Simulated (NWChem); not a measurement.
# singlet CH4ClGe+: levels of theory compared

We compute a comparison of 5 runs (HF/STO-3G, HF/3-21G, B3LYP/6-31G*, M06-2X/def2-SVP) of singlet CH4ClGe+. 

The results are computed with NWChem 7.3.0.

46 further runs of the same task are left out: 46 set aside as unsound or not needed.

### 1 The system as given

The species is CH4ClGe+ (7 atoms), meant as a singlet with charge +1. As SMILES of the parent species, `[CH3][GeH][Cl]`. Geometry: relaxed at PBE0-D4/def2-TZVP. That shape belongs to the parent species and isn't relaxed for this state.

Bond lengths: C1–Ge2 1.957 Å, Ge2–Cl3 2.169 Å, C1–H4 1.092 Å, C1–H5 1.089 Å, C1–H6 1.091 Å, Ge2–H7 1.553 Å. Angles: C1–Ge2–Cl3 107.0°, C1–Ge2–H7 112.6°, Cl3–Ge2–H7 105.6°, Ge2–C1–H4 108.6°, Ge2–C1–H5 110.0°, Ge2–C1–H6 109.8°, H4–C1–H5 109.4°, H4–C1–H6 109.5°, H5–C1–H6 109.6°.

### 2 The energy at HF/STO-3G (run 1)

ch4clge.nw reads:

```
start ch4clge
title "CH4ClGe energy"
memory 2200 mb
charge 1

geometry units atomic noautosym nocenter noautoz
 C   -1.38535822   0.82845593  -0.49491927
 Ge   1.33301281  -1.67335248  -0.34600885
 Cl   1.92185147  -2.57324006   3.60843203
 H   -0.81900730   2.48404499   0.59961010
 H   -3.11086715   0.04044014   0.30386796
 H   -1.71946180   1.37836624  -2.45324245
 H    3.89548143  -0.61321613  -1.30410000
end

basis spherical bse
 * library STO-3G
end

scf
 thresh 1e-08
 maxiter 80
end

task scf
```

On the command line:

```bash
$ nwchem ch4clge.nw > ch4clge.out
```

Output:

```text
[...]
  functions       =    36
[...]
  wavefunction    = RHF
[...]
         Total SCF energy =  -2545.858589728447
      One-electron energy =  -4051.962332741311
      Two-electron energy =   1252.744016293334
 Nuclear repulsion energy =    253.359726719530
        Time for solution =      3.8s
[...]
```

Run time: 4.8 s. Hardware: 1 thread of Intel Xeon Platinum 8259CL at 2.50GHz (Skylake/Cascade Lake), shared host; peak memory 0.098 GiB.

### 3 A single-point energy at HF/3-21G (run 2)

nw.xyz reads:

```xyz
7
CH4ClGe
C     -0.733100     0.438400    -0.261900
Ge     0.705400    -0.885500    -0.183100
Cl     1.017000    -1.361700     1.909500
H     -0.433400     1.314500     0.317300
H     -1.646200     0.021400     0.160800
H     -0.909900     0.729400    -1.298200
H      2.061400    -0.324500    -0.690100
```

run.py reads:

```python
from ase.io import read
from ase.calculators.nwchem import NWChem

molecule = read('nw.xyz')

calc = NWChem(
    label='nw',
    theory='scf',
    memory='2200 mb',
    basis='3-21G',
    basispar='spherical bse',
    charge=1,
    scf={'nopen': '0', 'rhf': None, 'thresh': '1e-08', 'maxiter': '80'},
    task='energy',
)
molecule.calc = calc

print(f"energy = {molecule.get_potential_energy():.6f} eV")
print("dipole (e A):", molecule.get_dipole_moment().round(4))
```

On the command line:

```bash
$ export ASE_NWCHEM_COMMAND="nwchem PREFIX.nwi > PREFIX.nwo"
$ python run.py
```

Output:

```text
energy = -69724.564468 eV
dipole (e A): [ 0.3253 -0.6841 -0.6568]
```

The calculator wrote nw.nwi:

```
title "nw"

permanent_dir nw

scratch_dir nw

start nw

geometry units angstrom nocenter noautosym noautoz
  C  -7.3309999999999997e-01 4.3840000000000001e-01 -2.6190000000000002e-01
  Ge 7.0540000000000003e-01 -8.8549999999999995e-01 -1.8310000000000001e-01
  Cl 1.0169999999999999e+00 -1.3616999999999999e+00 1.9095000000000000e+00
  H  -4.3340000000000001e-01 1.3145000000000000e+00 3.1730000000000003e-01
  H  -1.6462000000000001e+00 2.1399999999999999e-02 1.6080000000000000e-01
  H  -9.0990000000000004e-01 7.2940000000000005e-01 -1.2982000000000000e+00
  H  2.0613999999999999e+00 -3.2450000000000001e-01 -6.9010000000000005e-01
end

charge 1

memory 2200 mb

basis spherical bse noprint
   * library 3-21G
end

scf
  nopen 0
  rhf
  thresh 1e-08
  maxiter 80
end

task scf energy
```

nw.nwo:

```text
Northwest Computational Chemistry Package (NWChem) 7.3.0
             --------------------------------------------------------

           Job information
           ---------------

    nwchem branch   = 7.3.0
    use scalapack   = T
    input           = nw.nwi
    prefix          = nw.
    data base       = nw/nw.db
    status          = startup
    nproc           =        1

           Memory information
           ------------------

[... 5 lines left out ...]
    hardfail = no
[... 139 lines left out ...]
         Quadratically convergent ROHF
[... 15 lines left out ...]
       Final RHF  results
[... 4 lines left out ...]
      Two-electron energy =   1243.764194815510
[... 48 lines left out ...]
                       ROHF Final Molecular Orbital Analysis
[... 192 lines left out ...]
       Multipole analysis of the density wrt the origin
       ------------------------------------------------

     L   x y z        total         open         nuclear
     -   - - -        -----         ----         -------
     0   0 0 0      1.000000      0.000000     59.000000

     1   1 0 0      0.614803      0.000000     65.261876
[... 8 lines of this table left out ...]
     2   0 0 2    -26.551292      0.000000    234.824978

 Task  times  cpu:        5.2s     wall:        5.2s
 Total times  cpu:        5.3s     wall:        5.3s
```

Run time: 6.6 s. Hardware: 1 thread of Intel Xeon Platinum 8259CL at 2.50GHz (Skylake/Cascade Lake), shared host; peak memory 0.098 GiB.

Runs 3 to 4 aren't shown in full; the table further down has their settings and results.

### 4 A single-point energy at M06-2X/def2-SVP (run 5)

calc.xyz reads:

```xyz
7
CH4ClGe M06-2X
C     -0.733100     0.438400    -0.261900
Ge     0.705400    -0.885500    -0.183100
Cl     1.017000    -1.361700     1.909500
H     -0.433400     1.314500     0.317300
H     -1.646200     0.021400     0.160800
H     -0.909900     0.729400    -1.298200
H      2.061400    -0.324500    -0.690100
```

run.py reads:

```python
from ase.io import read
from ase.calculators.nwchem import NWChem

mol = read('calc.xyz')

calc = NWChem(
    label='calc',
    theory='dft',
    memory='2200 mb',
    basis='def2-SVP',
    basispar='spherical bse',
    charge=1,
    dft={'xc': 'm06-2x', 'mult': '1', 'grid': 'xfine', 'convergence': 'energy 1e-08', 'iterations': '100', 'mulliken': None},
    task='energy',
)
mol.calc = calc

print("Total energy (eV):", round(mol.get_potential_energy(), 6))
print("dipole (e A):", mol.get_dipole_moment().round(4))
```

On the command line:

```bash
$ export ASE_NWCHEM_COMMAND="nwchem PREFIX.nwi > PREFIX.nwo"
$ python run.py
```

Output:

```text
Total energy (eV): -70122.22856
dipole (e A): [ 0.3692 -0.6511 -0.3484]
```

The calculator wrote calc.nwi:

```
title "calc"

permanent_dir calc

scratch_dir calc

start calc

geometry units angstrom nocenter noautosym noautoz
  C  -7.3309999999999997e-01 4.3840000000000001e-01 -2.6190000000000002e-01
  Ge 7.0540000000000003e-01 -8.8549999999999995e-01 -1.8310000000000001e-01
  Cl 1.0169999999999999e+00 -1.3616999999999999e+00 1.9095000000000000e+00
  H  -4.3340000000000001e-01 1.3145000000000000e+00 3.1730000000000003e-01
  H  -1.6462000000000001e+00 2.1399999999999999e-02 1.6080000000000000e-01
  H  -9.0990000000000004e-01 7.2940000000000005e-01 -1.2982000000000000e+00
  H  2.0613999999999999e+00 -3.2450000000000001e-01 -6.9010000000000005e-01
end

charge 1

memory 2200 mb

basis spherical bse noprint
   * library def2-SVP
end

dft
  xc m06-2x
  mult 1
  grid xfine
  convergence energy 1e-08
  iterations 100
  mulliken
end

task dft energy
```

calc.nwo:

```text
Northwest Computational Chemistry Package (NWChem) 7.3.0
             --------------------------------------------------------

           Job information
           ---------------

    nwchem branch   = 7.3.0
    use scalapack   = T
    input           = calc.nwi
    prefix          = calc.
    data base       = calc/calc.db
    status          = startup
    nproc           =        1

           Memory information
           ------------------

[... 5 lines left out ...]
    hardfail = no
[... 126 lines left out ...]
          Convergence on energy requested:  1.00D-08
[... 25 lines left out ...]
          Convergence Information
[... 32 lines left out ...]
 1-e energy   =   -4017.832585
[... 51 lines left out ...]
      One electron energy =    -4073.675229923178
[... 8 lines left out ...]
                       DFT Final Molecular Orbital Analysis
[... 638 lines left out ...]
     Multipole analysis of the density
     ---------------------------------

     L   x y z        total         alpha         beta         nuclear
     -   - - -        -----         -----         ----         -------
     0   0 0 0      1.000000    -29.000000    -29.000000     59.000000

     1   1 0 0      0.697704    -32.282086    -32.282086     65.261876
[... 8 lines of this table left out ...]
     2   0 0 2    -22.844020   -128.834499   -128.834499    234.824978

 Task  times  cpu:       46.3s     wall:       46.3s
 Total times  cpu:       46.3s     wall:       46.3s
```

It took 48 s on 1 thread of Intel Xeon Platinum 8259CL at 2.50GHz (Skylake/Cascade Lake), shared host; peak memory 0.13 GiB.

### 5 The series

| run | level | Cartesian functions | iteration cap | energy (Eh) | HOMO energy (eV) | LUMO energy (eV) | HOMO–LUMO gap (eV) | wall time |
| --- | --- | --- | --- | --- | --- | --- | --- | --- |
| 1 | HF/STO-3G | no | 80 | -2545.858590 | -16.45 | -5.88 | 10.57 | 4.8 s |
| 2 | HF/3-21G | no | 80 | -2562.330504 | -17.63 | -7.62 | 10.01 | 6.6 s |
| 3 | B3LYP/6-31G* (Cartesian functions) | yes | 100 | -2577.178756 | – | – | – | 48 s |
| 4 | B3LYP/6-31G* (spherical functions) | no | 100 | -2577.169348 | – | – | – | 41 s |
| 5 | M06-2X/def2-SVP | no | 100 | -2576.944390 | -15.74 | -9.63 | 6.11 | 48 s |

### 6 What came out

| quantity | value |
| --- | --- |
| run 5: total energy | -2576.94439 Eh |
| run 5: HOMO energy | -15.74 eV |
| run 5: LUMO energy | -9.63 eV |
| run 5: HOMO–LUMO gap | 6.11 eV |

In words: Over runs 1, 2, 5 the HOMO–LUMO gap runs from 6.11 eV (M06-2X/def2-SVP) to 10.57 eV (HF/STO-3G). The two ends differ in method and basis. Totals of different functionals can't be ranked against each other. In run 1 the basis is minimal, so the values are rough. All runs together took 2.5 min, the longest 48 s.
